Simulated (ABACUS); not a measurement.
The system is CoO.

```xyz
2
Lattice="0.0000 2.1315 2.1315 2.1315 0.0000 2.1315 2.1315 2.1315 0.0000" Properties=species:S:1:pos:R:3 pbc="T T T"
Co    0.0000    0.0000    0.0000
O     2.1315    2.1315    2.1315
```

- Program: ABACUS 3.10.1
- Task: single point
- Functional: PBE
- Potentials or basis: PseudoDojo NC SR 0.4.1 PBE standard
- Cutoff: 1320 eV
- Density cutoff: 5279 eV
- Basis: plane waves
- k mesh: 11 × 11 × 11
- Occupations: fermi-dirac, width 0.05 eV
- Spin: collinear spin, ferromagnetic start
- Starting moments: [2.0, 0.0] μB

On this cell: pressure -2.0 GPa; largest force zero by symmetry; net moment 2.99 μB per cell; band gap on the k mesh none (metal or under the smearing width).

The same run follows on a disturbed copy (atoms moved at random, drawn with an rms of 0.05 Å):

```xyz
2
Lattice="0.0000 2.1315 2.1315 2.1315 0.0000 2.1315 2.1315 2.1315 0.0000" Properties=species:S:1:pos:R:3 pbc="T T T"
Co    0.0498    0.0164    0.0019
O     2.1581    2.1154    2.1619
```

**Question.** What changes?

**Answer.** The energy (extrapolated to zero smearing) moves by +0.5 meV/atom; pressure -1.8 GPa; largest force 0.048 eV/Å; net moment 2.99 μB per cell; band gap on the k mesh none (metal or under the smearing width).

Forces in eV/Å, atoms in the order of the input:
```
Co  -0.022 -0.032  0.028
O    0.022  0.032 -0.028
```

Stress tensor (GPa, compression positive):
```
-1.91 -0.06  0.05
-0.06 -1.75  0.07
 0.05  0.07 -1.85
```

Caveats: a cell with one magnetic atom can't hold antiferromagnetic order, which such compounds often take; semilocal functionals often make such compounds metallic where correlation or magnetic order opens a gap, which also shifts bond lengths.
